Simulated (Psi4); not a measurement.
**InH3 (SMILES [H][In]([H])[H]): levels of theory compared**

Wanted: a comparison of 3 runs (HF/def2-SVP, M11/def2-TZVPD, KMLYP/def2-TZVPP) of InH3. 

The results are computed with Psi4 1.11.

5 further runs of the same task are left out: 5 that didn't finish.

**1. The structure to begin with**

The species is InH3 (4 atoms), meant as a singlet with charge 0. As SMILES, `[H][In]([H])[H]`. The shape comes from GFN2-xTB, which is rough for such elements, and wasn't checked as a minimum.

Bond lengths: In1–H2 1.719 Å, In1–H3 1.719 Å, In1–H4 1.718 Å. Angles: H2–In1–H3 120.0°, H2–In1–H4 120.1°, H3–In1–H4 119.9°.

**2. Energy and gradient at HF/def2-SVP (core potential) (run 1)**

Input file input.dat:

```
memory 1600 MB

molecule system {
  0 1
  In     0.000640    -0.000740    -0.000540
  H      1.718930    -0.027790     0.013510
  H     -0.834510     1.501400    -0.017780
  H     -0.885060    -1.472880     0.004810
  symmetry c1
}

set basis def2-SVP
set puream true
set e_convergence 1e-09
set d_convergence 1e-08
set scf_type pk

energy_value, wavefunction = gradient("hf", return_wfn=True)
oeprop(wavefunction, "MULLIKEN_CHARGES", "LOWDIN_CHARGES", "MAYER_INDICES")
```

Started as:

```
$ psi4 -n 1 input.dat output.dat
```

output.dat:

```text
[...]
    !!!  WARNING: ECP capability is in beta. Please check occupations closely.  !!!
[...]
  Running in c1 symmetry.
[...]
  Nuclear repulsion =   19.933362377118293
[...]
  Multiplicity = 1
[...]
  Nalpha       = 12
  Nbeta        = 12
[...]
    Number of basis functions: 41
[...]
   @RHF iter   1:  -190.89681626012984   -1.34133e+00   3.37019e-03 DIIS/ADIIS
[...]
   @RHF iter   8:  -190.90501807142593   -6.13909e-12   8.88970e-09 DIIS
[...]
  @RHF Final Energy:  -190.90501807142593
   => Energetics <=
    Nuclear Repulsion Energy =             19.9333623771182928
    One-Electron Energy =                -376.0502481667962229
    Two-Electron Energy =                 165.2118677182520230
    Total Energy =                       -190.9050180714259284
[...]
 Multipole Moments:
 ------------------------------------------------------------------------------------
     Multipole            Electronic (a.u.)      Nuclear  (a.u.)        Total (a.u.)
 ------------------------------------------------------------------------------------
 L = 1.  Multiply by 2.5417464519 to convert [e a0] to [Debye]
 Dipole X            :          0.0055811           -0.0038454            0.0017357
 Dipole Y            :         -0.0066718            0.0044313           -0.0022405
 Dipole Z            :         -0.0045715            0.0032446           -0.0013269
 Magnitude           :                                                    0.0031294
[...]
  -Total Gradient:
     Atom            X                  Y                   Z
    ------   -----------------  -----------------  -----------------
       1        0.000004605064    -0.000191439656    -0.000060627958
       2       -0.005549039534     0.000132739207    -0.000022615515
       3        0.002670212929    -0.004870711301     0.000078733475
       4        0.002874221541     0.004929411750     0.000004509998
[...]
  Mulliken Charges: (a.u.)
   Center  Symbol    Alpha    Beta     Spin     Total
       1    IN    10.22406 10.22406  0.00000  0.55188
       2     H     0.59192  0.59192  0.00000 -0.18383
       3     H     0.59207  0.59207  0.00000 -0.18414
       4     H     0.59196  0.59196  0.00000 -0.18392
   Total alpha = 12.00000, Total beta = 12.00000, Total charge = -0.00000
  Lowdin Charges: (a.u.)
   Center  Symbol    Alpha    Beta     Spin     Total
       1    IN    10.28004 10.28004  0.00000  0.43993
       2     H     0.57328  0.57328  0.00000 -0.14656
[...]
```

Run time: 3.6 s. Hardware: 1 thread of AMD EPYC 7R43 (Zen 3), shared host; peak memory 0.19 GiB.

**3. A single-point energy at M11/def2-TZVPD (core potential, C-PCM ethanol) (run 2)**

Input file job.inp:

```
memory 1600 mb

molecule {
  0 1
  In     0.000640    -0.000740    -0.000540
  H      1.718930    -0.027790     0.013510
  H     -0.834510     1.501400    -0.017780
  H     -0.885060    -1.472880     0.004810
  symmetry c1
}

set basis def2-TZVPD
set scf_type direct
set pcm true

pcm = {
  Units = Angstrom
  Medium {
    SolverType = CPCM
    Solvent = Ethanol
  }
  Cavity {
    Type = GePol
    RadiiSet = UFF
    Scaling = False
    Area = 0.3
    Mode = Implicit
  }
}

e = energy("m11")
print_variables()
```

Started as:

```
$ psi4 job.inp job.out -n 1
```

job.out:

```text
[...]
    !!!  WARNING: ECP capability is in beta. Please check occupations closely.  !!!
[...]
  Running in c1 symmetry.
[...]
  Nuclear repulsion =   19.933362377118293
[...]
  Multiplicity = 1
[...]
  Nalpha       = 12
  Nbeta        = 12
[...]
    Number of basis functions: 83
[...]
   @DF-RKS iter   1:  -191.67994359543371   -1.01905e+00   4.93056e-03 ADIIS/DIIS
[...]
   @RKS iter   9:  -191.74728276838937   -9.00903e-09   2.57478e-07 DIIS
[...]
    Orbital Energies [Eh]
    ---------------------
    Doubly Occupied:
       1A     -4.823315     2A     -3.230252     3A     -3.221598
       4A     -3.221595     5A     -0.903641     6A     -0.895102
       7A     -0.895099     8A     -0.894256     9A     -0.894216
      10A     -0.538270    11A     -0.387283    12A     -0.387045
[...]
  @RKS Final Energy:  -191.74728276838937
   => Energetics <=
    Nuclear Repulsion Energy =             19.9333623771182928
    One-Electron Energy =                -375.7816098746654916
    Two-Electron Energy =                 172.7114260730906494
    DFT Exchange-Correlation Energy =      -8.6015684866033144
    Empirical Dispersion Energy =           0.0000000000000000
    VV10 Nonlocal Energy =                  0.0000000000000000
    PCM Polarization Energy =              -0.0088928573294613
    Total Energy =                       -191.7472827683893684
[...]
 Multipole Moments:
 ------------------------------------------------------------------------------------
     Multipole            Electronic (a.u.)      Nuclear  (a.u.)        Total (a.u.)
 ------------------------------------------------------------------------------------
 L = 1.  Multiply by 2.5417464519 to convert [e a0] to [Debye]
 Dipole X            :          0.0058133           -0.0038454            0.0019679
 Dipole Y            :         -0.0078542            0.0044313           -0.0034229
 Dipole Z            :         -0.0047254            0.0032446           -0.0014808
 Magnitude           :                                                    0.0042168
[...]
```

Run time: 15 s. Hardware: 1 thread of AMD EPYC 7R43 (Zen 3), shared host; peak memory 0.73 GiB.

**4. Energy and gradient at KMLYP/def2-TZVPP (density fitting, core potential) (run 3)**

Input file run.py:

```python
import psi4

psi4.set_memory(1600000000)
psi4.set_num_threads(1)
psi4.core.set_output_file('run.log', False)

geom = psi4.geometry("""
In     0.000640    -0.000740    -0.000540
H      1.718930    -0.027790     0.013510
H     -0.834510     1.501400    -0.017780
H     -0.885060    -1.472880     0.004810
""")

psi4.set_options({
    'basis': 'def2-TZVPP',
    'scf_type': 'df',
})

E, wfn = psi4.gradient('kmlyp', molecule=geom, return_wfn=True)
print('gradient / Eh bohr^-1')
print(E.np.round(6))
print(f'energy = {wfn.energy():.10f} Eh')
```

Started as:

```
$ python run.py
```

run.log:

```text
[...]
    !!!  WARNING: ECP capability is in beta. Please check occupations closely.  !!!
[...]
  Running in c1 symmetry.
[...]
  Nuclear repulsion =   19.933362377118293
[...]
  Multiplicity = 1
[...]
  Nalpha       = 12
  Nbeta        = 12
[...]
    Number of basis functions: 92
[...]
   @DF-RKS iter   1:  -191.93774806561930   -1.00704e+00   4.41654e-03 DIIS/ADIIS
[...]
   @DF-RKS iter   8:  -192.00642065924296   -1.02887e-11   6.51744e-09 DIIS
[...]
    Orbital Energies [Eh]
    ---------------------
    Doubly Occupied:
       1A     -5.010555     2A     -3.355367     3A     -3.343199
       4A     -3.343194     5A     -0.913468     6A     -0.905156
       7A     -0.905152     8A     -0.901588     9A     -0.901551
      10A     -0.517649    11A     -0.365312    12A     -0.365035
[...]
  @DF-RKS Final Energy:  -192.00642065924296
   => Energetics <=
    Nuclear Repulsion Energy =             19.9333623771182928
    One-Electron Energy =                -376.2189618805006148
    Two-Electron Energy =                 172.8237276884710241
    DFT Exchange-Correlation Energy =      -8.5445488443316311
    Empirical Dispersion Energy =           0.0000000000000000
    VV10 Nonlocal Energy =                  0.0000000000000000
    Total Energy =                       -192.0064206592429628
[...]
 Multipole Moments:
 ------------------------------------------------------------------------------------
     Multipole            Electronic (a.u.)      Nuclear  (a.u.)        Total (a.u.)
 ------------------------------------------------------------------------------------
 L = 1.  Multiply by 2.5417464519 to convert [e a0] to [Debye]
 Dipole X            :          0.0053269           -0.0038454            0.0014815
 Dipole Y            :         -0.0063670            0.0044313           -0.0019357
 Dipole Z            :         -0.0043203            0.0032446           -0.0010757
 Magnitude           :                                                    0.0026644
[...]
  -Total Gradient:
     Atom            X                  Y                   Z
    ------   -----------------  -----------------  -----------------
       1        0.000006821112    -0.000179482571    -0.000065604532
       2        0.002642172159    -0.000003713734     0.000042484981
       3       -0.001304766996     0.002287825326    -0.000005300124
       4       -0.001346007887    -0.002109041051     0.000028491800
[...]
```

On the terminal:

```text
gradient / Eh bohr^-1
[[ 7.000e-06 -1.790e-04 -6.600e-05]
 [ 2.642e-03 -4.000e-06  4.200e-05]
 [-1.305e-03  2.288e-03 -5.000e-06]
 [-1.346e-03 -2.109e-03  2.800e-05]]
energy = -192.0064206592 Eh
```

Run time: 8.7 s. Hardware: 1 thread of AMD EPYC 7R43 (Zen 3), shared host; peak memory 0.41 GiB.

**5. All runs side by side**

```tsv
run	level	task	integrals	energy (Eh)	dipole moment (D)	HOMO energy (eV)	LUMO energy (eV)	wall time
1	HF/def2-SVP (core potential)	gradient	pk	-190.905018	0.01	-11.02	0.64	3.6 s
2	M11/def2-TZVPD (core potential, C-PCM ethanol)	energy	direct	-191.747283	0.01	-10.53	0.00	15 s
3	KMLYP/def2-TZVPP (density fitting, core potential)	gradient	df	-192.006421	0.01	-9.93	-1.46	8.7 s
```

**6. Results**

| quantity | value |
| --- | --- |
| run 3: total energy | -192.00642 Eh |
| run 3: dipole moment | 0.01 D |
| run 3: HOMO energy | -9.93 eV |
| run 3: LUMO energy | -1.46 eV |
| run 3: HOMO–LUMO gap | 8.47 eV |
| run 3: largest force on an atom | 0.136 eV/Å |

What this shows: The HOMO–LUMO gap runs from 8.47 eV (KMLYP/def2-TZVPP) to 11.65 eV (HF/def2-SVP). The two ends differ in method and basis. Totals of different functionals can't be ranked against each other. All runs together took 28 s, the longest 15 s.
